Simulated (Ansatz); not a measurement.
# AlH (SMILES [AlH]) at PBE-QIDH/def2-TZVPPD

What is the electronic atomisation energy of AlH at PBE-QIDH/def2-TZVPPD? 

The results are computed with Ansatz 0.2.0.

33 further runs of the same task are left out: 33 set aside as unsound or not needed.

### Step 1. The system as given

The species is AlH (2 atoms), meant as a singlet with charge 0. SMILES: `[AlH]`. The coordinates come from a PBE0-D4/def2-TZVP relaxation.

Bond lengths: Al1–H2 1.665 Å.

### Step 2. A single-point energy at PBE-QIDH/def2-TZVPPD

input.yaml reads:

```yaml
crystal:
  periodic: [false, false, false]
  atoms:
    - {symbol: Al, position_ang: [-0.000000, 0.000000, -0.025640]}
    - {symbol: H, position_ang: [0.000000, -0.000000, 1.639110]}
basis:
  gaussian:
    orbitals: def2-TZVPPD.json
hamiltonian:
  xc: {name: PBE-QIDH}
correlation:
  frozen_orbitals: {Al: 5, H: 0}
accuracy: high
output:
  orbitals: {seedname: orbitals}
```

The basis set def2-TZVPPD is read from a file made from the Basis Set Exchange's data (not shown).

Launch:

```console
ansatz run input.yaml --threads 1 --pin off --max-ram 3480MiB --events-out events.jsonl --progress --plain --runs-dir runs
```

Standard output:

```text
Warning: RAYON_NUM_THREADS=1 ignored (pool sized by the plan → 1); use --threads N
Functional definition: PBE-QIDH
  name "PBE-QIDH"
  parameter a = 3^(-1/3)
  parameter c = 1/3
  exchange = (1 - a)*pbe_x + a*exact_x
  correlation = (1 - c)*pbe_c + c*(mp2_os + mp2_ss)
816 factors; integrals over basis functions are off by at most 3.6e-9 eV
mean field evaluation 1: about -6605.1119 eV, gradient 7.1e0 eV
mean field evaluation 2: about -6605.1118 eV, gradient 7.1e0 eV
mean field evaluation 4: about -6605.4043 eV, gradient 3.9e-1 eV
mean field evaluation 8: about -6605.4054 eV, gradient 4.1e-3 eV
mean field evaluation 16: about -6605.4054 eV, gradient 3.7e-8 eV
mean field -6605.40543632 eV, -242.7441724800 hartree, gradient 3.7e-8 eV, S^2 0.000000; 0 other end points of the search recorded, 0 dependent functions left out
5 core orbitals not correlated: weight in the atoms' cores, before any rotation towards them, 1.000 or more for the frozen orbitals, at most 0.000 for the correlated occupied ones
reference -6605.40543707 eV, -242.7441725076 hartree; 2, 2 occupied and 58, 58 virtual orbitals, 816 factors
second order -1.97489021 eV of doubles, -0.00000000 eV of singles
Total energy: -6606.06373380 eV, -242.7683644664 hartree
```

Wall time 1.5 s (1 thread of Arm Neoverse V2, shared host); peak memory 0.11 GiB.

### Step 3. The Al atom at the same level

input.yaml reads:

```yaml
basis:
  gaussian: {orbitals: def2-TZVPPD.json}
crystal:
  periodic: [false, false, false]
  atoms:
    - symbol: Al
      position_ang: [0.000000, 0.000000, 0.000000]
accuracy: high
hamiltonian: {xc: {name: PBE-QIDH}}
correlation: {frozen_orbitals: {Al: 5}}
magnetization: {spin_polarized: true, initial_magnetization: 1}
```

The basis set def2-TZVPPD is read from a file made from the Basis Set Exchange's data (not shown).

Launch:

```console
ansatz run input.yaml --threads 1 --pin off --max-ram 3480MiB --events-out events.jsonl --progress --plain --runs-dir runs
```

Standard output:

```text
Warning: RAYON_NUM_THREADS=1 ignored (pool sized by the plan → 1); use --threads N
[... 6 set-up lines as earlier in the session ...]
459 factors; integrals over basis functions are off by at most 2.8e-9 eV
mean field evaluation 1: about -6588.8844 eV, gradient 2.4e0 eV
mean field evaluation 2: about -6588.8845 eV, gradient 2.4e0 eV
mean field evaluation 4: about -6589.0010 eV, gradient 1.4e-1 eV
mean field evaluation 8: about -6589.0012 eV, gradient 5.0e-3 eV
mean field evaluation 16: about -6589.0012 eV, gradient 2.9e-8 eV
mean field -6589.00120596 eV, -242.1413281335 hartree, gradient 2.9e-8 eV, S^2 0.762948; 0 other end points of the search recorded, 0 dependent functions left out
5 core orbitals not correlated: weight in the atoms' cores, before any rotation towards them, 1.000 or more for the frozen orbitals, at most 0.000 for the correlated occupied ones
reference -6589.00120659 eV, -242.1413281568 hartree; 2, 1 occupied and 41, 42 virtual orbitals, 459 factors
second order -1.16565035 eV of doubles, -0.00000000 eV of singles
Total energy: -6589.38975671 eV, -242.1556071102 hartree
```

Run time: 1.3 s. Hardware: 1 thread of Arm Neoverse V2, shared host; peak memory 0.11 GiB.

### Step 4. The H atom at the same level

run.yaml reads:

```yaml
crystal:
  periodic: [false, false, false]
  atoms:
    - symbol: H
      position_ang: [0.000000, 0.000000, 0.000000]
basis:
  gaussian:
    orbitals: def2-TZVPPD.json
correlation:
  frozen_orbitals: {H: 0}
accuracy: high
magnetization:
  spin_polarized: true
  initial_magnetization: 1
hamiltonian:
  xc: {name: PBE-QIDH}
```

The basis set def2-TZVPPD is read from a file made from the Basis Set Exchange's data (not shown).

Run the same way, it converges to -0.50179 Eh (log not shown).

### Step 5. What came out

At PBE-QIDH/def2-TZVPPD, 5 core orbitals frozen:

| quantity | value |
| --- | --- |
| molecule: total energy | -242.76836 Eh |
| molecule: HOMO energy (SCF part's orbitals) | -7.23 eV |
| molecule: LUMO energy (SCF part's orbitals) | -0.35 eV |
| molecule: HOMO–LUMO gap (SCF part's orbitals) | 6.88 eV |
| Al atom: total energy | -242.15561 Eh |
| Al atom: ⟨S²⟩ | 0.763 |
| H atom: total energy | -0.50179 Eh |
| H atom: ⟨S²⟩ | 0.750 |
| electronic atomisation energy | 3.019 eV |

What this shows: Taking the molecule apart into free atoms costs 3.02 eV (291 kJ/mol), before zero-point energy and without spin-orbit coupling.
